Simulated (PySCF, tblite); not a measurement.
**C₅H₈FO radical: geometry, infrared bands and EPR parameters**

Wanted: the infrared bands and EPR parameters of C₅H₈FO radical (`C[CH]C1(F)COC1`), by calculation.

The runs use tblite 0.8.0 and PySCF 2.14.0, with density-fitted response routines of our own; the level of theory stands in each step. All values are computed, except where a source is named. Atoms are numbered from 0 throughout.

## 1. The molecule as given

15 atoms, charge 0, multiplicity 2; geometry from: force field or distance geometry start.

Bonds of the start (Å): C0–C1 1.54, C1–C2 1.48, C2–F3 1.38, C2–C4 1.53, C4–O5 1.42, O5–C6 1.42, C6–C2 1.52, C0–H7 1.11, C0–H8 1.11, C0–H9 1.11, C1–H10 1.14, C4–H11 1.09, C4–H12 1.10, C6–H13 1.12, C6–H14 1.09.

## 2. Relaxing the molecule with GFN2-xTB

What the job is given:

```
{"job": {"kind": "relax", "xc": "GFN2-xTB", "basis": "xTB"}, "charge": 0, "multiplicity": 2}
C      2.076100    -0.423400     0.187500
C      0.646800    -0.965200     0.331500
C     -0.243300    -0.092200    -0.472700
F      0.203300     0.324600    -1.708000
C     -1.727000    -0.445200    -0.470400
O     -1.951300     0.943400    -0.651500
C     -0.882600     1.072800     0.271900
H      2.838600    -1.222900     0.126200
H      2.148300     0.220000    -0.709500
H      2.312900     0.246100     1.044400
H      0.383500    -0.757300     1.416800
H     -2.137700    -0.735800     0.498200
H     -2.102100    -0.948000    -1.369000
H     -1.291900     0.814300     1.281900
H     -0.278000     1.976700     0.200900
```

Launch:

```console
OMP_NUM_THREADS=1 python probes_run.py task.json out
```

The driver reads the jobs from task.json and runs them one after another.

Log:

```text
step      E/eV     max force
  0    -637.11161    3.523
  1    -637.57853    2.035
  2    -637.89114    1.128
  3    -638.04043    1.059
  4    -638.18478    0.829
  5    -638.28530    0.796
  6    -638.37571    0.754
  7    -638.44272    0.708
  8    -638.50795    0.597
  9    -638.57039    0.585
 10    -638.62704    0.601
 11    -638.67564    0.494
 12    -638.71744    0.471
 13    -638.74389    0.330
 14    -638.76100    0.311
 15    -638.77950    0.366
 16    -638.80169    0.461
 17    -638.82344    0.754
 18    -638.84358    0.396
 19    -638.86352    0.424
 20    -638.87600    0.381
 21    -638.89187    0.266
 22    -638.90218    0.243
 23    -638.90952    0.229
 24    -638.91571    0.230
 25    -638.92140    0.174
 26    -638.92566    0.144
 27    -638.92932    0.179
 28    -638.93326    0.177
 29    -638.93907    0.184
 30    -638.94430    0.204
 31    -638.94776    0.141
 32    -638.94987    0.112
 33    -638.95173    0.124
 34    -638.95341    0.131
 35    -638.95502    0.120
 36    -638.95627    0.099
 37    -638.95741    0.087
 38    -638.95889    0.116
 39    -638.96036    0.109
 40    -638.96142    0.072
 41    -638.96215    0.061
 42    -638.96280    0.072
 43    -638.96347    0.084
 44    -638.96410    0.062
 45    -638.96467    0.052
 46    -638.96522    0.050
 47    -638.96573    0.047
 48    -638.96613    0.073
 49    -638.96643    0.045
 50    -638.96669    0.039
 51    -638.96698    0.051
 52    -638.96729    0.054
 53    -638.96762    0.046
 54    -638.96798    0.050
 55    -638.96838    0.050
 56    -638.96875    0.042
 57    -638.96898    0.030
 58    -638.96908    0.018
 59    -638.96914    0.015
 60    -638.96917    0.015
 61    -638.96920    0.013
 62    -638.96923    0.013
 63    -638.96925    0.014
 64    -638.96928    0.010
 65    -638.96930    0.012
 66    -638.96934    0.018
 67    -638.96938    0.018
 68    -638.96945    0.019
 69    -638.96953    0.022
 70    -638.96963    0.025
 71    -638.96979    0.033
 72    -638.97006    0.048
 73    -638.97056    0.084
 74    -638.97129    0.114
 75    -638.97217    0.112
 76    -638.97301    0.060
 77    -638.97338    0.051
 78    -638.97361    0.038
 79    -638.97381    0.045
 80    -638.97403    0.044
 81    -638.97431    0.048
 82    -638.97465    0.055
 83    -638.97523    0.048
 84    -638.97549    0.041
 85    -638.97570    0.035
 86    -638.97573    0.053
 87    -638.97599    0.038
 88    -638.97609    0.025
 89    -638.97617    0.020
 90    -638.97621    0.014
 91    -638.97625    0.012
 92    -638.97627    0.011
 93    -638.97628    0.009
```

Wall time 1.3 s (1 thread of AMD EPYC, shared host); peak memory 0.18 GiB.

Relaxation path: (not every step is listed)

```
step  energy from step 0 (eV)  largest force (eV/Å)
   0                   0.0000                3.5228
   1                  -0.4669                2.0353
   2                  -0.7795                1.1280
   3                  -0.9288                1.0589
   4                  -1.0732                0.8285
   5                  -1.1737                0.7958
   6                  -1.2641                0.7538
   7                  -1.3311                0.7076
   8                  -1.3963                0.5974
  16                  -1.6901                0.4609
  24                  -1.8041                0.2301
  32                  -1.8383                0.1125
  40                  -1.8498                0.0720
  48                  -1.8545                0.0726
  56                  -1.8571                0.0417
  64                  -1.8577                0.0105
  72                  -1.8584                0.0481
  80                  -1.8624                0.0443
  88                  -1.8645                0.0249
  89                  -1.8646                0.0197
  90                  -1.8646                0.0136
  91                  -1.8646                0.0124
  92                  -1.8647                0.0110
  93                  -1.8647                0.0088
```

Distances of close pairs at the start and the end, largest changes first:

```csv
bond,before (Å),after (Å),change (Å)
C0–C1,1.535,1.475,-0.061
C1–H10,1.136,1.076,-0.060
C2–C6,1.523,1.557,+0.034
C6–H13,1.120,1.092,-0.029
C2–C4,1.525,1.554,+0.028
C1–C2,1.484,1.462,-0.022
C0–H8,1.106,1.086,-0.020
C0–H9,1.113,1.096,-0.017
```

The final coordinates are the input of the step that follows.

## 3. Vibrational analysis with GFN2-xTB

What the job is given:

```
{"job": {"kind": "ir", "xc": "GFN2-xTB", "basis": "xTB"}, "charge": 0, "multiplicity": 2}
C      2.147660    -0.599214     0.222977
C      0.711693    -0.472040     0.534228
C     -0.259401     0.183015    -0.340317
F      0.311998     0.566650    -1.535678
C     -1.632845    -0.512986    -0.547313
O     -2.316434     0.529296     0.143075
C     -1.136242     1.315915     0.270350
H      2.482971    -1.628511     0.370324
H      2.354185    -0.298231    -0.800214
H      2.750448     0.022209     0.894487
H      0.337331    -0.831728     1.477042
H     -1.750856    -1.483472    -0.061875
H     -1.923201    -0.572222    -1.599543
H     -0.918288     1.578218     1.307210
H     -1.163435     2.211092    -0.356664
```

Log:

```text
mode    cm-1     km/mol
  1      15.9      1.52
  2      41.7      0.13
  3     104.1      9.11
  4     250.5      7.50
  5     277.7      1.00
  6     378.7      1.67
  7     426.5      3.79
  8     439.3      3.49
  9     497.0     36.17
 10     685.1      5.84
 11     842.8      0.11
 12     897.7      7.64
 13     898.5     23.01
 14     960.1     10.60
 15     995.5      0.15
 16    1007.0     30.19
 17    1019.8      8.21
 18    1074.5     65.06
 19    1099.1      4.85
 20    1103.8     78.85
 21    1117.2      5.30
 22    1158.1      4.47
 23    1222.3     22.74
 24    1228.3      2.41
 25    1250.1     22.04
 26    1345.7     14.62
 27    1394.6     12.17
 28    1445.6      0.95
 29    1446.2      8.01
 30    1455.9      1.81
 31    1473.6      6.06
 32    2906.2     17.73
 33    2944.3     20.06
 34    2946.6     31.03
 35    2963.0     21.59
 36    2964.4      9.16
 37    2966.2     54.99
 38    3056.7      6.61
 39    3119.2     27.60
```

Wall time 1.1 s (1 thread of AMD EPYC, shared host); peak memory 0.18 GiB.

The strongest bands and the atoms that carry them (share of the mass-weighted mode):

| cm⁻¹ | km/mol | atoms |
| --- | --- | --- |
| 497 | 36.2 | H10 44 %, C1 30 % |
| 898 | 23.0 | H11 31 %, C4 22 %, H12 13 %, F3 10 % |
| 1007 | 30.2 | C2 20 %, H10 17 %, O5 11 % |
| 1074 | 65.1 | O5 46 %, C4 25 %, C6 23 % |
| 1104 | 78.8 | C2 38 %, O5 18 %, C6 12 %, C4 10 % |
| 2947 | 31.0 | H12 81 % |
| 2966 | 55.0 | H11 52 %, H13 32 % |
| 3119 | 27.6 | H10 92 % |

## 4. EPR parameters: B3LYP/pcH-1

Same as in step 3 but for these lines:

```diff
@@ -1,2 +1,2 @@
-{"job": {"kind": "ir", "xc": "GFN2-xTB", "basis": "xTB"}, "charge": 0, "multiplicity": 2}
+{"job": {"kind": "epr", "basis": "pcH-1"}, "charge": 0, "multiplicity": 2}
 C      2.147660    -0.599214     0.222977
```

Level: UKS B3LYP, pcH-1 on C F H O, non-relativistic, mean-field spin-orbit, GIAO.

Log:

```text
UKS, coarse grid
  cycle   1  E = -370.22129299  |g| = 5.69e-01
  cycle   2  E = -370.06018229  |g| = 9.07e-01
  cycle   3  E = -370.33309973  |g| = 7.65e-02
  cycle   4  E = -370.33505850  |g| = 3.77e-02
  cycle   5  E = -370.33567357  |g| = 7.60e-03
  cycle   6  E = -370.33569174  |g| = 4.45e-03
  cycle   7  E = -370.33569996  |g| = 1.02e-03
  cycle   8  E = -370.33570047  |g| = 5.05e-04
UKS, final grid
  cycle   1  E = -370.33576206  |g| = 6.30e-04
  cycle   2  E = -370.33576196  |g| = 8.07e-04
  cycle   3  E = -370.33576223  |g| = 5.03e-05
  cycle   4  E = -370.33576223  |g| = 1.95e-05
E = -370.33576223 Eh   <S^2> = 0.7541 (exact 0.7500)
g shifts (ppm)      1          2          3
  rmc          -148       -148       -148
  gc              6         36         35
  oz_so         -57        376        586
  total        -198        264        474
hyperfine (MHz)  atom isotope    a_iso     a_fc   dipolar eigenvalues
    0   13C     -33.63     -33.63     -2.76      1.15      1.62
    1   13C      86.51      86.51    -79.83    -78.91    158.74
    2   13C     -42.90     -42.90     -2.81     -0.55      3.35
    3   19F      -9.77      -9.77     -9.73     -3.65     13.38
    4   13C      80.91      80.91     -5.99     -5.53     11.52
    5   17O       0.27       0.27     -0.41      0.10      0.31
    6   13C      87.88      87.88     -6.92     -6.32     13.24
    7    1H      97.98      97.98     -5.22     -3.83      9.05
    8    1H       5.94       5.94     -4.60     -3.77      8.37
    9    1H     139.43     139.43     -5.51     -3.29      8.79
   10    1H     -60.23     -60.23    -37.33     -0.72     38.05
   11    1H      -4.35      -4.35     -5.58     -1.70      7.28
   12    1H       3.74       3.74     -3.28     -2.00      5.28
   13    1H      -4.64      -4.64     -5.94     -1.61      7.55
   14    1H       6.77       6.77     -3.65     -1.87      5.52
```

Wall time 1.8 min (1 thread of AMD EPYC, shared host); peak memory 0.96 GiB.

Principal g values 2.00212, 2.00258, 2.00279; g(iso) = 2.00250, against 2.00232 for a free electron.

Hyperfine couplings; where a row names several nuclei, a(iso) is their mean (it holds for fast rotation or exchange) and the dipolar term the largest among them:

```csv
nuclei,isotope,a(iso) (MHz),"a(iso) (G, at g = 2.0023)",largest dipolar term (MHz)
C1,13C,86.5,30.9,158.7
"C4, C6",13C,84.4,30.1,13.2
"H7, H8, H9",1H,81.1,28.9,9.1
H10,1H,-60.2,-21.5,38.1
C2,13C,-42.9,-15.3,3.4
C0,13C,-33.6,-12.0,-2.8
F3,19F,-9.8,-3.5,13.4
"H12, H14",1H,5.3,1.9,5.5
"H11, H13",1H,-4.5,-1.6,7.6
O5,17O,0.3,0.1,-0.4
```

Mulliken spin populations:

C0 -0.09; C1 1.00; C2 -0.08; F3 0.00; C4 0.05; O5 0.00; C6 0.06; H7 0.04; H8 0.00; H9 0.05; H10 -0.04; H11 0.00; H12 0.00; H13 0.00; H14 0.00

In first order the couplings over 0.8 MHz of 1H, 19F give 112 distinct lines over 118.8 G, if the averaged nuclei exchange fast.

Orbitals, density, ELF and potential are computed afterwards from the orbital file.

ELF in a plane through or near 7 of the atoms.

Values, 10 rows by 14 columns:
```
0.00 0.00 0.00 0.00 0.00 0.00 0.00 0.00 0.00 0.00 0.00 0.00 0.00 0.00
0.00 0.00 0.00 0.00 0.00 0.00 0.00 0.00 0.01 0.01 0.00 0.00 0.00 0.00
0.00 0.00 0.00 0.07 0.02 0.00 0.00 0.05 0.26 0.12 0.05 0.00 0.00 0.00
0.00 0.00 0.64 0.99 0.89 0.07 0.13 0.13 0.69 0.59 0.06 0.01 0.00 0.00
0.00 0.01 0.39 0.98 0.90 0.68 0.73 0.58 0.79 0.72 0.68 0.48 0.01 0.00
0.00 0.01 0.26 0.83 0.23 0.83 0.30 0.55 0.59 0.71 0.86 0.69 0.02 0.00
0.00 0.02 0.90 1.00 0.83 0.49 0.67 0.21 0.60 0.20 0.12 0.04 0.00 0.00
0.00 0.00 0.20 0.75 0.10 0.07 0.11 0.07 0.79 0.59 0.09 0.01 0.00 0.00
0.00 0.00 0.00 0.00 0.00 0.00 0.00 0.01 0.10 0.05 0.01 0.00 0.00 0.00
0.00 0.00 0.00 0.00 0.00 0.00 0.00 0.00 0.00 0.00 0.00 0.00 0.00 0.00
```
The map spans 10.9 Å across and 8.7 Å up, centred on the molecule. Atoms in the plane (x, y in Å): C0 (-2.2, 0.0), C1 (-0.9, -0.1), C4 (1.5, -1.0), O5 (2.3, 0.0), C6 (1.4, 1.1), H7 (-2.9, -0.8), H9 (-2.7, 0.9).

log10 of the density (e/Å³) in the same plane.

Values, 10 rows by 14 columns:
```
-4.0 -4.0 -4.0 -4.0 -4.0 -4.0 -4.0 -4.0 -4.0 -4.0 -4.0 -4.0 -4.0 -4.0
-4.0 -4.0 -4.0 -4.0 -4.0 -4.0 -4.0 -3.3 -2.8 -2.8 -3.3 -4.0 -4.0 -4.0
-4.0 -4.0 -3.3 -2.7 -2.7 -3.1 -3.0 -2.1 -1.4 -1.5 -2.2 -3.1 -4.0 -4.0
-4.0 -3.1 -1.9 -0.8 -0.9 -1.6 -1.6 -1.0  0.0 -0.1 -1.3 -2.3 -3.9 -4.0
-4.0 -2.8 -1.5  0.0  0.1 -0.3 -0.3 -0.2  0.1  0.2 -0.1 -1.1 -2.9 -4.0
-4.0 -2.7 -1.4 -0.1  0.4  0.2  0.3  0.1 -0.1  0.3  0.4 -0.9 -2.7 -4.0
-4.0 -2.8 -1.5 -0.1 -0.5 -0.8 -0.7 -0.7  0.1  0.3 -0.9 -1.8 -3.5 -4.0
-4.0 -3.4 -2.4 -1.7 -1.9 -2.0 -1.9 -1.5 -0.5 -0.5 -1.6 -2.6 -4.0 -4.0
-4.0 -4.0 -4.0 -3.6 -3.7 -3.8 -3.5 -2.7 -2.1 -2.1 -2.7 -3.5 -4.0 -4.0
-4.0 -4.0 -4.0 -4.0 -4.0 -4.0 -4.0 -4.0 -3.6 -3.6 -4.0 -4.0 -4.0 -4.0
```
The map spans 10.9 Å across and 8.7 Å up, centred on the molecule. Atoms in the plane (x, y in Å): C0 (-2.2, 0.0), C1 (-0.9, -0.1), C4 (1.5, -1.0), O5 (2.3, 0.0), C6 (1.4, 1.1), H7 (-2.9, -0.8), H9 (-2.7, 0.9).

On the surface of density 0.002 e/bohr³ the electrostatic potential runs, from the 1st to the 99th percentile, from -1.55 V near O5 to 0.90 V near H10.

The spin density lies nearest to C1 62 %; H10 8 %.

## 5. Outcome

| quantity | value |
| --- | --- |
| strongest single infrared mode (GFN2-xTB) | 1104 cm⁻¹, 79 km/mol |
| zero-point energy (GFN2-xTB) | 73.5 kcal/mol |
| g(iso) (B3LYP) | 2.00250 |
| ⟨S²⟩ | 0.754 (exact 0.75) |
| largest a(iso) (averaged by class) | 13C on C1, 86.5 MHz |
| surface potential, 1st and 99th percentile | -1.55 V and 0.90 V |

What this shows: Over 93 steps the energy fell by 1.865 eV; of the close pairs, C0–C1 changed most, 1.535 to 1.475 Å. No mode is imaginary among the 39: a minimum at this level. The strongest single mode, at 1104 cm⁻¹, is carried by C2, O5, C6, C4. GFN2-xTB is a fitted tight-binding method: band positions and strengths are rough. Its intensities can rank the bands wrongly. Most of the unpaired spin sits on C1 (1.00 e). The isotropic g lies 0.2 ppt above the free-electron value.
